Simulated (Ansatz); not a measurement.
# ZnAu: how the settings move a single-point run

Aim: see which settings change the result for ZnAu, by how much, and at what cost.

Program: Ansatz 0.2.0. Level of theory: reference: DFT, PBEsol, all-electron LAPW, scalar-relativistic. These are calculated values, not measurements.

**1. Starting point**

Symmetry: Pm-3m, No. 221, cubic system. Conventional cell: a = 3.129 Å, b = 3.129 Å, c = 3.129 Å, α = 90.00°, β = 90.00°, γ = 90.00°. Zn (site symmetry m-3m) is surrounded by 8 Au at 2.71 Å. Around Au (site symmetry m-3m) lie 8 Zn at 2.71 Å.

Structure file:

```
CELL_PARAMETERS angstrom
3.12852 0.00000 0.00000
0.00000 3.12852 0.00000
0.00000 0.00000 3.12852
ATOMIC_POSITIONS crystal
Zn 0.50000 0.50000 0.50000
Au 0.00000 0.00000 0.00000
```

**2. Reference**

File input.yaml:

```yaml
crystal:
  lattice:
    - [3.1285185988, 0.0, 0.0]
    - [0.0, 3.1285185988, 0.0]
    - [0.0, 0.0, 3.1285185988]
  atoms:
    - { symbol: Zn, position: [0.5, 0.5, 0.5] }
    - { symbol: Au, position: [0.0, 0.0, 0.0] }
kpoints:
  mp_grid: { grid: [13, 13, 13] }
  band_path:
    path:
      - [0.0, 0.0, 0.0]
      - [0.0, 0.5, 0.0]
      - [0.5, 0.5, 0.0]
      - [0.0, 0.0, 0.0]
      - [0.5, 0.5, 0.5]
      - [0.0, 0.5, 0.0]
      - [0.5, 0.5, 0.5]
      - [0.5, 0.5, 0.0]
    npoints: 14
scf:
  occupations: { method: fermi_dirac, width: 0.05 }
hamiltonian:
  xc: pbesol
  pseudopotentials: { kind: all_electron, lapw: { basis_error: 0.0005 } }
output:
  forces: true
  stress: true
  eigenvalues: true
  populations: true
```

Command:

```
$ ansatz run input.yaml --threads 1 --pin off --max-ram 2048MiB --backend cpu --events-out ev --progress --plain --runs-dir out
```

**3. Variant: hubbard.sites [{species: Au, l: d, u_eff: 2.0}], hubbard.double_counting fll**

Edit input.yaml of step 2 so:

```diff
@@ -26,2 +26,3 @@
   pseudopotentials: { kind: all_electron, lapw: { basis_error: 0.0005 } }
+  hubbard: { sites: [{ species: Au, l: d, u_eff: 2.0 }], double_counting: fll }
 output:
```

**Question.** What will these runs give? Wanted: for each run, ending; energy change; pressure; gap; force.

As calculated:

```csv
run,ending,energy change,pressure (GPa),gap (eV),force (eV/Å),cycles,time
reference,converged,0,0.0,0.00,0.00,10,43 s
"1: hubbard.sites [{species: Au, l: d, u_eff: 2.0}], hubbard.double_counting fll",converged,+105.3 meV/atom (U changed: no physical gain or loss),0.5,0.00,0.00,10,55 s
```

Residual by cycle in the longest SCF loop of each run; runs are numbered as in the table. The quantity is the density residual dr2, in eV.

```csv
cycle,reference,run 1
1,0.196,0.137
2,0.0318,0.0293
3,0.0221,0.0234
4,0.00668,0.00774
5,0.00386,0.00423
6,9.8e-4,8.6e-4
7,2.5e-5,2.7e-5
8,1.3e-6,2.8e-6
9,1.6e-7,4.2e-7
10,2.7e-8,2.2e-8
```

Changing the Hubbard U moves the energy by +105.3 meV/atom, and the pressure goes from 0.0 to 0.5 GPa. The U term adds an energy of its own, so the shift says nothing about which run is better. A changed U is a change of model: its shifts are not errors of convergence.
